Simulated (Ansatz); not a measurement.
**Sb (sc type): how the settings move a single-point run**

Question: which choices in the input matter for Sb (sc type)?

Method: reference: DFT, PBEsol, PAW with Ansatz's default frozen-core files, scalar-relativistic, in Ansatz 0.2.0.

### 1 Starting point

Symmetry: Pm-3m, No. 221, cubic system. The conventional cell has a = 2.462 Å, b = 2.462 Å, c = 2.462 Å, α = 90.00°, β = 90.00°, γ = 90.00°. Around Sb (site symmetry m-3m) lie 6 Sb at 2.46 Å.

Coordinates:

```
Sb
1.0
     2.46195    0.00000    0.00000
     0.00000    2.46195    0.00000
     0.00000    0.00000    2.46195
Sb
1
Direct
  0.00000 0.00000 0.00000
```

### 2 The reference run

The input, input.yaml:

```yaml
crystal:
  lattice:
    - [2.4619456936, 0.0, 0.0]
    - [0.0, 2.4619456936, 0.0]
    - [0.0, 0.0, 2.4619456936]
  atoms:
    - { symbol: Sb, position: [0.0, 0.0, 0.0] }
kpoints:
  mp_grid: { grid: [14, 14, 14] }
scf:
  occupations: { method: fermi_dirac, width: 0.05 }
hamiltonian:
  xc: pbesol
  pseudopotentials: { kind: paw }
output:
  forces: true
  stress: true
  eigenvalues: true
  populations: true
```

The run is started by

```console
> ansatz run input.yaml --threads 1 --pin off --max-ram 2048MiB --backend cpu --events-out ev --progress --plain --runs-dir out
```

### 3 Variant: dispersion d4

input.yaml: that of step 2 with these lines changed.

```diff
@@ -14,2 +14,3 @@
   pseudopotentials: { kind: paw }
+  dispersion: d4
 output:
@@ -19 +20,5 @@
   populations: true
+  write_density: true
+  write_potential: true
+  elf: true
+  volumetric_format: npy
```

What does the calculation give? Wanted: for each run, ending; energy change; pressure; gap; force.

The runs gave:

```tsv
run	ending	energy change	pressure (GPa)	gap (eV)	force (eV/Å)	cycles	time
reference	converged	0	183.6	0.00	0.00	6	2.4 s
1: dispersion d4	converged	-565.3 meV/atom (offset of the dispersion model)	178.1	0.00	0.00	6	2.7 s
```

Times don't compare one to one where runs were asked for different outputs or read a saved state (see the inputs); cycles may leave out searches for a lower state.

Residual by cycle in the longest SCF loop of each run; runs are numbered as in the table. The quantity is the density residual dr2, in eV.

```tsv
cycle	reference	run 1
1	0.00426	0.00426
2	0.00168	0.00168
3	9.7e-5	9.7e-5
4	3.8e-6	3.8e-6
5	4.6e-7	4.6e-7
6	4.9e-8	4.9e-8
```

**Reading.** The energy moves by -565.3 meV/atom, nearly all of it the dispersion term itself (-565.3 meV/atom); that offset belongs to the model and is no gain or loss of stability; the pressure goes from 183.6 to 178.1 GPa. Semilocal functionals close small gaps, and spin-orbit coupling, left out here, moves these band edges, so the missing gap need not be the real solid's. The structure is not at rest: the sound run finds 184 GPa, so these are no properties of the relaxed crystal. 
